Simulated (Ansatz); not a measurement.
# C₅H₁₆BNSi: a ladder of functionals and wavefunction methods

An exercise on one series of results from a longer session: the logs are not shown, and one member is left open.

The runs use Ansatz 0.2.0, Gaussian basis; functionals in def2-TZVPP, the program's frozen cores in correlated methods.

The runs, in order: LDA (SPW92), PBE-D4, revPBE-D4, BLYP-D4, r2SCAN-D4, B97M-V, PBE0-D4, B3LYP-D4, r2SCANh-D4, r2SCAN0-D4, HSE06-D4, BHLYP-D4, CAM-B3LYP-D4, LC-ωPBE, ωB97X-V, ωB97M-V, B2PLYP, PBE-QIDH; CCSD(T)/def2-SVP; CCSD(T)/def2-TZVPP; MP2/def2-QZVPP; extrapolation to the limit; RPA on PBE.

## The geometry

All runs share one geometry, relaxed beforehand with PBE0-D4 in a triple-zeta def2 set.

SMILES `BN([SiH2]C)C(C)(C)C`, 24 atoms, charge 0, spin multiplicity 1.

Atoms are counted from 1 here; the program's logs count them from 0.

Bond lengths: B1–N2 1.394 Å, B1–H9 1.203 Å, B1–H10 1.194 Å, N2–Si3 1.768 Å, N2–C5 1.482 Å, Si3–C4 1.863 Å, Si3–H11 1.484 Å, Si3–H12 1.488 Å, C4–H13 1.092 Å, C4–H14 1.093 Å, C4–H15 1.092 Å, C5–C6 1.528 Å, C5–C7 1.528 Å, C5–C8 1.521 Å, C6–H16 1.091 Å, C6–H17 1.093 Å, C6–H18 1.092 Å, C7–H19 1.093 Å and more. Angles: N2–B1–H9 117.1°, N2–B1–H10 123.6°, H9–B1–H10 119.3°, B1–N2–Si3 112.6°, B1–N2–C5 125.9°, Si3–N2–C5 121.5°, N2–Si3–C4 111.5°, N2–Si3–H11 108.8°, N2–Si3–H12 109.5°, C4–Si3–H11 110.5°, C4–Si3–H12 109.0°, H11–Si3–H12 107.5°, Si3–C4–H13 110.6°, Si3–C4–H14 110.5°, Si3–C4–H15 111.0°, H13–C4–H14 108.3°, H13–C4–H15 108.3°, H14–C4–H15 108.2° and more.

Set-up of the first run:

File in.yaml:

```yaml
crystal:
  periodic: [false, false, false]
  atoms:
    - {symbol: B, position_ang: [-1.403578, -1.495659, 0.148559]}
    - {symbol: N, position_ang: [-0.310646, -0.631158, 0.198753]}
    - {symbol: Si, position_ang: [0.199584, -0.276405, 1.854273]}
    - {symbol: C, position_ang: [-0.999935, 0.864062, 2.710173]}
    - {symbol: C, position_ang: [0.355607, -0.003458, -0.967261]}
    - {symbol: C, position_ang: [1.786240, -0.530300, -1.067309]}
    - {symbol: C, position_ang: [0.366894, 1.512615, -0.776527]}
    - {symbol: C, position_ang: [-0.372505, -0.321794, -2.264078]}
    - {symbol: H, position_ang: [-1.826341, -1.906682, 1.197514]}
    - {symbol: H, position_ang: [-1.931739, -1.834024, -0.867275]}
    - {symbol: H, position_ang: [0.323411, -1.553326, 2.599683]}
    - {symbol: H, position_ang: [1.544433, 0.361048, 1.832682]}
    - {symbol: H, position_ang: [-1.995543, 0.416324, 2.746619]}
    - {symbol: H, position_ang: [-0.675542, 1.061603, 3.735397]}
    - {symbol: H, position_ang: [-1.073275, 1.819323, 2.185150]}
    - {symbol: H, position_ang: [2.360652, -0.302759, -0.167540]}
    - {symbol: H, position_ang: [2.299995, -0.076111, -1.917865]}
    - {symbol: H, position_ang: [1.780964, -1.613533, -1.206560]}
    - {symbol: H, position_ang: [0.907927, 1.801528, 0.127874]}
    - {symbol: H, position_ang: [-0.653545, 1.896625, -0.707879]}
    - {symbol: H, position_ang: [0.859682, 1.997489, -1.622117]}
    - {symbol: H, position_ang: [0.139545, 0.179969, -3.087952]}
    - {symbol: H, position_ang: [-0.380704, -1.392848, -2.470729]}
    - {symbol: H, position_ang: [-1.406680, 0.026870, -2.240185]}
basis:
  gaussian: {orbitals: def2-TZVPP}
hamiltonian: {xc: lda}
output: {orbitals: {seedname: orbitals}}
```

Run with:

```bash
$ ansatz run in.yaml --threads 4 --pin off --events-out ev --progress --plain --max-ram 41984MiB --backend cuda --devices 0, --max-vram 37GiB
```

Steps of the session up to this table: LDA; PBE-D4 (GGA); revPBE-D4 (GGA); BLYP-D4 (GGA); r2SCAN-D4 (meta-GGA); B97M-V (meta-GGA); B3LYP-D4 (hybrid); r2SCANh-D4 (hybrid); r2SCAN0-D4 (hybrid); HSE06-D4 (hybrid); BHLYP-D4 (hybrid); CAM-B3LYP-D4 (range-separated); LC-ωPBE (range-separated); ωB97X-V (range-separated); ωB97M-V (range-separated); B2PLYP (double hybrid); PBE-QIDH (double hybrid).

One of the session's tables, all rows but one given; the rest of the session is left out.

It belongs to the step «Orbital energies across the functionals». 

| functional | HOMO (eV) | gap (eV) |
| --- | --- | --- |
| LDA (SPW92) | -6.61 | 5.34 |
| PBE-D4 | -6.46 | 5.44 |
| revPBE-D4 | -6.39 | 5.49 |
| BLYP-D4 | ? | ? |
| r2SCAN-D4 | -6.67 | 5.99 |
| B97M-V | -6.82 | 5.99 |
| PBE0-D4 | -7.66 | 7.59 |
| B3LYP-D4 | -7.44 | 7.15 |
| r2SCANh-D4 | -7.13 | 6.77 |
| r2SCAN0-D4 | -7.82 | 7.94 |
| HSE06-D4 | -7.26 | 6.81 |
| BHLYP-D4 | -8.79 | 9.65 |
| CAM-B3LYP-D4 | -9.01 | 9.97 |
| LC-ωPBE | -10.36 | 12.48 |
| ωB97X-V | -10.02 | 11.99 |
| ωB97M-V | -9.94 | 11.63 |

**Question.** Estimate the row for BLYP-D4.

Worked estimate for «HOMO (eV)». Against the share of exact exchange, B3LYP-D4 (0.2, -7.44), BHLYP-D4 (0.5, -8.79) give a slope of -4.50 per unit share; at 0 the line stands at -6.54.

The run gave: HOMO (eV): -6.32; gap (eV): 5.45. In «HOMO (eV)» the line misses by -0.22.
